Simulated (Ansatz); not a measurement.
# GeH₄+ (quartet): wave-function methods side by side, cc-pVDZ

How much of the correlation energy of GeH₄+ (quartet) does each wave-function method recover here?

Computed with Ansatz 0.2.0, Gaussian basis. Level: cc-pVDZ, core rule «outside noble gas», up to 14 orbitals frozen.

The runs, in order: UHF; CCSD(T) on ROHF; CCSD(T) on UHF; BCCD(T) on ROHF; CISD; CCSDT(Q) on ROHF; CCSDT(Q) on UHF; CISDTQ; CCSDTQ on ROHF; CCSDTQ on UHF; CASSCF and MRCISD+Q, 7 electrons in 8 orbitals; CASSCF and NEVPT2, 7 electrons in 8 orbitals; Full CI.

2 further runs of the same task are left out: 2 set aside as unsound or not needed.

## Step 1: The system

The geometry is a PBE0/def2-TZVP stationary point (not a proven minimum) of the parent state, kept for this charge and spin. No spin-orbit coupling is included. The filled d shell of Ge may be among the frozen orbitals whatever the setting's name suggests; the logs give the count.

5 atoms, charge 1, spin multiplicity 4.

Atoms are counted from 1 here; the program's logs count them from 0.

Bond lengths: Ge1–H2 1.565 Å, Ge1–H3 1.565 Å, Ge1–H4 1.565 Å, Ge1–H5 1.565 Å. Angles: H2–Ge1–H3 97.5°, H2–Ge1–H4 97.5°, H2–Ge1–H5 137.7°, H3–Ge1–H4 137.7°, H3–Ge1–H5 97.5°, H4–Ge1–H5 97.5°.

## Step 2: UHF

in.yaml

```yaml
crystal:
  periodic: [false, false, false]
  atoms:
    - {symbol: Ge, position_ang: [0.000000, 0.000000, 0.000000]}
    - {symbol: H, position_ang: [0.561303, 1.033925, 1.032591]}
    - {symbol: H, position_ang: [-0.569863, -1.029690, 1.032135]}
    - {symbol: H, position_ang: [-0.559224, 1.030817, -1.036818]}
    - {symbol: H, position_ang: [0.567783, -1.035053, -1.027908]}
basis:
  gaussian: {orbitals: cc-pVDZ}
total_charge: 1
magnetization: {spin_polarized: true, initial_magnetization: 3}
hamiltonian: {xc: hf}
output: {orbitals: {seedname: orbitals}}
```

Started as:

```console
> ansatz run in.yaml --threads 1 --pin off --events-out ev --progress --plain --max-ram 4096MiB --backend cpu
```

The runs that follow: CCSD(T) on ROHF; CCSD(T) on UHF; BCCD(T) on ROHF; CISD; CCSDT(Q) on ROHF; CCSDT(Q) on UHF; CISDTQ; CCSDTQ on ROHF; CCSDTQ on UHF; CASSCF and MRCISD+Q, 7 electrons in 8 orbitals; CASSCF and NEVPT2, 7 electrons in 8 orbitals; Full CI.

Q: Predict the results of all the runs planned. Wanted: FCI below the RHF energy; RMP2 from FCI; UMP2 from FCI; RCCSD from FCI; RCCSD(T) from FCI; UCCSD(T) from FCI; RCCSDT(Q) from FCI; UCCSDT(Q) from FCI; NEVPT2 valence from FCI.

As calculated:

```
                         quantity                                                                                                  value
         FCI below the RHF energy                                                                                             -2.8685 eV
                    RMP2 from FCI                                                                                           +75.6 kJ/mol
                    UMP2 from FCI                                                                                           +74.5 kJ/mol
                   RCCSD from FCI                                                                                            +9.1 kJ/mol
                RCCSD(T) from FCI                                                                                            +2.5 kJ/mol
                UCCSD(T) from FCI                                                                                            +1.8 kJ/mol
               RCCSDT(Q) from FCI                                                                                             0.0 kJ/mol
               UCCSDT(Q) from FCI                                                                                            -0.7 kJ/mol
          NEVPT2 valence from FCI                                                                                           +44.3 kJ/mol
        MRCISD+Q valence from FCI                                                                                            +2.2 kJ/mol
levels within 1 kcal/mol (43 meV)  RCCSD(T), UCCSD(T), BCCD(T), RCCSDT, UCCSDT, RCCSDT(Q), UCCSDT(Q), RCCSDTQ, UCCSDTQ, MRCISD+Q valence
                    T1 diagnostic                                                                                                  0.036
   effectively unpaired electrons                                                                                                   3.04
```

RCCSD(T) misses by +2.5 kJ/mol, 0.9 % of the correlation energy. UCCSDT, UCCSDT(Q), UCCSDTQ fall below full CI: unrestricted runs freeze a spin-polarised core, another one than full CI's, and coupled cluster isn't variational. One determinant dominates. Of the multireference levels listed MRCISD+Q valence comes nearest in total energy (+2.2 kJ/mol), which doesn't show that its space is the better one. These misses are within one basis, not against nature; the frozen cores of restricted and unrestricted runs differ, which can shift their rows.
